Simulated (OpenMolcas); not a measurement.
**Ru⁺: RASSCF and RASPT2 terms and fine-structure levels**

Aim: the low terms and levels of Ru⁺, with their order and spacing, then second-order correlation.

The numbers are computed with OpenMolcas 26.06 (state-averaged RASSCF and RASPT2, spin-orbit coupling by RASSI with atomic mean-field integrals), except any that are marked as measured or tabulated.

## 1. The system

- Species: Ru⁺ (ruthenium, Z = 44, 43 electrons)
- Basis: ANO-RCC-VDZP [6s5p3d1f], 43 functions
- Scalar Hamiltonian: DKH2, point nucleus
- Inactive shells: 1s 2s 2p 3s 3p 3d 4s 4p
- Active space: 7 electrons in 9 orbitals (RAS2 4d 5s; RAS3 5p, at most 2 electrons)
- Some configurations of this space: 4d⁴ 5s² 5p, 4d⁵ 5s 5p, 4d⁵ 5s²
- Orbitals: optimised for the ground-state spin in each parity, averaged over the low roots

Outer shells as boxes (Hund's rule):

4d4 5s2 5p
```
4d [↑ ][↑ ][↑ ][↑ ][  ]
5s [↑↓]
5p [↑ ][  ][  ]
```

4d5 5s 5p
```
4d [↑ ][↑ ][↑ ][↑ ][↑ ]
5s [↑ ]
5p [↑ ][  ][  ]
```

4d5 5s2
```
4d [↑ ][↑ ][↑ ][↑ ][↑ ]
5s [↑↓]
```

The work runs as a chain of OpenMolcas steps in one folder; each step below is one input file. Labels, J, g values, rates, χT and fits are worked out afterwards by a script from the matrices that RASSI stores.

## 2. GATEWAY and SEWARD: basis and integrals

a.inp reads:

```
&GATEWAY
Coord
1

Ru 0.0 0.0 0.0
Basis=ANO-RCC-VDZP
Group=XYZ
NoMove
AngMom=0.0 0.0 0.0
AMFI
&SEWARD
```

Launch:

```sh
> OMP_NUM_THREADS=1 MOLCAS_MEM=1689 MOLCAS_PROJECT=a pymolcas a.inp > a.log
```

## 3. A small preliminary run for start orbitals

a.inp reads:

```
&RASSCF
FileOrb=start.orb
Symmetry=1
Spin=6
nActEl=7 0 0
Inactive=9 9
Ras2=6 0
CIRoot=6 6 1
SDav=6
CIMx=300
Iter=120 100
PrWF=0.3
OrbListing=Nothing
MaxOrb=0
Atom
>>> COPY $Project.JobIph JOBPRE
```

## 4. RASSCF: quartets of even parity, 60 roots

a.inp reads:

```
&RASSCF
FileOrb=start.orb
Symmetry=1
Spin=4
nActEl=7 0 2
Inactive=9 9
Ras2=6 0
Ras3=0 3
CIRoot=60 60 1
SDav=1488
CIMx=300
Iter=120 100
PrWF=0.3
OrbListing=Nothing
MaxOrb=0
Thrs=2.0e-7 1.0e-1 5.0e-4
Atom
>>> COPY $Project.JobIph JOB001
```

## 5. RASSCF: sextets of even parity, 18 roots

a.inp reads:

```
&RASSCF
FileOrb=start.orb
Symmetry=1
Spin=6
nActEl=7 0 2
Inactive=9 9
Ras2=6 0
Ras3=0 3
CIRoot=18 18 1
SDav=312
CIMx=300
Iter=120 100
PrWF=0.3
OrbListing=Nothing
MaxOrb=0
Thrs=2.0e-7 1.0e-1 5.0e-4
Atom
CIOnly
>>> COPY $Project.JobIph JOB002
```

## 6. Reference wave functions, doublets of even parity, 102 roots

a.inp reads:

```
&RASSCF
FileOrb=start.orb
Symmetry=1
Spin=2
nActEl=7 0 2
Inactive=9 9
Ras2=6 0
Ras3=0 3
CIRoot=102 102 1
SDav=2352
CIMx=300
Iter=120 100
PrWF=0.3
OrbListing=Nothing
MaxOrb=0
Thrs=2.0e-7 1.0e-1 5.0e-4
Atom
CIOnly
>>> COPY $Project.JobIph JOB003
```

## 7. Reference wave functions, quartets of odd parity, 15 roots

a.inp reads:

```
&RASSCF
FileOrb=start.orb
Symmetry=2
Spin=4
nActEl=7 0 2
Inactive=9 9
Ras2=6 0
Ras3=0 3
CIRoot=15 15 1
SDav=672
CIMx=300
Iter=120 100
PrWF=0.3
OrbListing=Nothing
MaxOrb=0
Thrs=2.0e-7 1.0e-1 5.0e-4
Atom
>>> COPY $Project.JobIph JOB004
```

## 8. Reference wave functions, octets of odd parity, 3 roots

a.inp reads:

```
&RASSCF
FileOrb=start.orb
Symmetry=2
Spin=8
nActEl=7 0 2
Inactive=9 9
Ras2=6 0
Ras3=0 3
CIRoot=3 3 1
SDav=3
CIMx=300
Iter=120 100
PrWF=0.3
OrbListing=Nothing
MaxOrb=0
Thrs=2.0e-7 1.0e-1 5.0e-4
Atom
CIOnly
>>> COPY $Project.JobIph JOB005
```

## 9. RASSCF: sextets of odd parity, 102 roots

a.inp reads:

```
&RASSCF
FileOrb=start.orb
Symmetry=2
Spin=6
nActEl=7 0 2
Inactive=9 9
Ras2=6 0
Ras3=0 3
CIRoot=102 102 1
SDav=108
CIMx=300
Iter=120 100
PrWF=0.3
OrbListing=Nothing
MaxOrb=0
Thrs=2.0e-7 1.0e-1 5.0e-4
Atom
CIOnly
>>> COPY $Project.JobIph JOB006
```

## 10. Reference wave functions, doublets of odd parity, 102 roots

a.inp reads:

```
&RASSCF
FileOrb=start.orb
Symmetry=2
Spin=2
nActEl=7 0 2
Inactive=9 9
Ras2=6 0
Ras3=0 3
CIRoot=102 102 1
SDav=1092
CIMx=300
Iter=120 100
PrWF=0.3
OrbListing=Nothing
MaxOrb=0
Thrs=2.0e-7 1.0e-1 5.0e-4
Atom
CIOnly
>>> COPY $Project.JobIph JOB007
```

## 11. RASSI: spin-orbit coupling between the states

a.inp reads:

```
&RASSI
NrOfJobIphs=6 60 6 88 15 3 15
1 2 3 4 5 6 7 8 9 10 11 12 13 14 15 16 17 18 19 20 21 22 23 24 25 26 27
28 29 30 31 32 33 34 35 36 37 38 39 40 41 42 43 44 45 46 47 48 49 50 51
52 53 54 55 56 57 58 59 60
1 2 3 4 5 6
1 2 3 4 5 6 7 8 9 10 11 12 13 14 15 16 17 18 19 20 21 22 23 24 25 26 27
28 29 30 31 32 33 34 35 36 37 38 39 40 41 42 43 44 45 46 47 48 49 50 51
52 53 54 55 56 57 58 59 60 61 62 63 64 65 66 67 68 69 70 71 72 73 74 75
76 77 78 79 80 81 82 83 84 85 86 87 88
1 2 3 4 5 6 7 8 9 10 11 12 13 14 15
1 2 3
1 2 3 4 5 6 7 8 9 10 11 12 13 14 15
IphNames
JOB001
JOB002
JOB003
JOB004
JOB005
JOB006
EJob
SpinOrbit
DIPRint=1.0
SOCoupling=1000.0
Subsets=2
Property=9
'ANGMOM' 1 'ANGMOM' 2 'ANGMOM' 3 'MLTPL  1' 1 'MLTPL  1' 2 'MLTPL  1' 3
'AMFI' 1 'AMFI' 2 'AMFI' 3
SOProperty=3
'ANGMOM' 1 'ANGMOM' 2 'ANGMOM' 3
```

## 12. CASPT2: IPEA 0.25, imaginary shift 0.1 (closed shells correlated: 4s 4p)

a.inp reads:

```
>>> COPY JOB001 $Project.JobIph
&CASPT2
Multistate=60 1 2 3 4 5 6 7 8 9 10 11 12 13 14 15 16 17 18 19 20 21 22
23 24 25 26 27 28 29 30 31 32 33 34 35 36 37 38 39 40 41 42 43 44 45 46
47 48 49 50 51 52 53 54 55 56 57 58 59 60
Frozen=8 6
IPEA=0.25
Imaginary=0.1
MaxIter=60
WThr=0.0 0.3 0.05
PrWF=0.5
NoMix
>>> COPY JOB002 $Project.JobIph
&CASPT2
Multistate=6 1 2 3 4 5 6
Frozen=8 6
IPEA=0.25
Imaginary=0.1
MaxIter=60
WThr=0.0 0.3 0.05
PrWF=0.5
NoMix
>>> COPY JOB003 $Project.JobIph
&CASPT2
Multistate=88 1 2 3 4 5 6 7 8 9 10 11 12 13 14 15 16 17 18 19 20 21 22
23 24 25 26 27 28 29 30 31 32 33 34 35 36 37 38 39 40 41 42 43 44 45 46
47 48 49 50 51 52 53 54 55 56 57 58 59 60 61 62 63 64 65 66 67 68 69 70
71 72 73 74 75 76 77 78 79 80 81 82 83 84 85 86 87 88
NoMult
Frozen=8 6
IPEA=0.25
Imaginary=0.1
MaxIter=60
WThr=0.0 0.3 0.05
PrWF=0.5
NoMix
>>> COPY JOB004 $Project.JobIph
&CASPT2
Multistate=15 1 2 3 4 5 6 7 8 9 10 11 12 13 14 15
Frozen=8 6
IPEA=0.25
Imaginary=0.1
MaxIter=60
WThr=0.0 0.3 0.05
PrWF=0.5
NoMix
>>> COPY JOB005 $Project.JobIph
&CASPT2
Multistate=3 1 2 3
Frozen=8 6
IPEA=0.25
Imaginary=0.1
MaxIter=60
WThr=0.0 0.3 0.05
PrWF=0.5
NoMix
>>> COPY JOB006 $Project.JobIph
&CASPT2
Multistate=15 1 2 3 4 5 6 7 8 9 10 11 12 13 14 15
Frozen=8 6
IPEA=0.25
Imaginary=0.1
MaxIter=60
WThr=0.0 0.3 0.05
PrWF=0.5
NoMix
```

(Steps that only read results are left out.)

Q: Predict the outcome of this session. Wanted: lowest level; first excited level; lowest level of another term; spin-orbit lowering of the lowest level; strongest of the lines computed, by gA.

The runs gave:

| quantity | value |
| --- | --- |
| method | SS-RASPT2, IPEA 0.25, imaginary shift 0.1 (closed shells correlated: 4s 4p) |
| lowest level | 4d⁷ ⁴F_9/2, 98 % of that term, g = 1.330 |
| ground level listed by NIST | 4F9/2 |
| first excited level | 4d⁷ ⁴F_7/2 at 0.2069 eV |
| lowest level of another term | 4d⁶ 5s ⁶D_9/2 at 0.741 eV |
| spin-orbit lowering of the lowest level | 0.2157 eV |
| strongest of the lines computed, by gA (one parity, so forbidden lines), at RASSCF energies | 4d⁶ 5s ⁴F_9/2(1) → 4d⁶ 5s ⁶D_9/2, 464.2 nm, A = 2.02e+00 s⁻¹ |

What each method costs and misses:

| method | time of its own steps | time with the reference | mean absolute difference from the measured levels (cm-1) |
| --- | --- | --- | --- |
| A. RASSCF | 4.1 min | 4.1 min | 4900 |
| B. SS-RASPT2, IPEA 0.25, imaginary shift 0.1, +4s 4p | 4.3 min | 8.4 min | 1900 |

Times are of one thread on a shared host.

**Reading.** The multiplet ⁴F is inverted; its intervals divided by the larger J differ by 34 % of their mean, where Landé's rule for pure LS coupling makes them equal. Second-order correlation (method B) scales the levels of the lowest configuration above 5000 cm⁻¹ by 0.81 to 0.90. Method B lies closest to the measured levels (1900 cm⁻¹ on average) and A farthest (4900). Only the configurations of the active space and the roots asked for are present. The sextets, doublets, octets rest on orbitals optimised for another spin in at least one step, which raises them against the optimised states. Not all states of the active space went into the spin-orbit step. Measured levels are paired by their LS label, which is uncertain where the leading share is low. CASPT2 does not keep the components of a term degenerate, and the means are used. Configurations with different d counts are hard to place against each other, and can be off by thousands to tens of thousands of cm-1. Only valence configurations of the active space appear, up to the ionisation limit; * or ° marks odd parity.
